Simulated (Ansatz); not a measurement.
# Al: the cost of one run

Computed with Ansatz 0.2.0 (DFT LDA, scalar-relativistic, plane waves, PAW, unless a step's input says otherwise).

## (1) Starting point

It takes space group Fm-3m (No. 225, cubic). The conventional cell has a = 4.050 Å, b = 4.050 Å, c = 4.050 Å, α = 90.00°, β = 90.00°, γ = 90.00°. Al (site symmetry m-3m) is surrounded by 12 Al at 2.86 Å.

Coordinates:

```
Al
1.0
     0.00000    2.02500    2.02500
     2.02500    0.00000    2.02500
     2.02500    2.02500    0.00000
Al
1
Direct
  0.00000 0.00000 0.00000
```

## (2) Relaxing cell and atoms: Al, no spin

The input, input.yaml:

```yaml
crystal:
  lattice:
    - [0.0, 2.025, 2.025]
    - [2.025, 0.0, 2.025]
    - [2.025, 2.025, 0.0]
  atoms:
    - { symbol: Al, position: [0.0, 0.0, 0.0] }
scf:
  occupations: { method: gaussian, width: 0.1 }
output:
  forces: true
  stress: true
  eigenvalues: true
  write_density: true
  write_potential: true
  elf: true
  volumetric_format: npy
kpoints:
  mp_grid: { grid: [34, 34, 34] }
hamiltonian:
  xc: lda
  pseudopotentials: { kind: paw, azcp: { folder: soft_1 } }
relax:
  f_tol: 0.003
  max_steps: 60
  cell: { stress_tol: 0.02 }
```

Started as:

```sh
ansatz run input.yaml --threads 8 --pin off --max-ram 16384MiB --backend cpu --events-out ev --progress --plain --runs-dir out
```

**Question.** How long does this run take on 8 threads of AMD EPYC 7R43 (Zen 3), shared host, and how much memory does it need?

About 4.8 s, with a peak of 0.52 GiB.
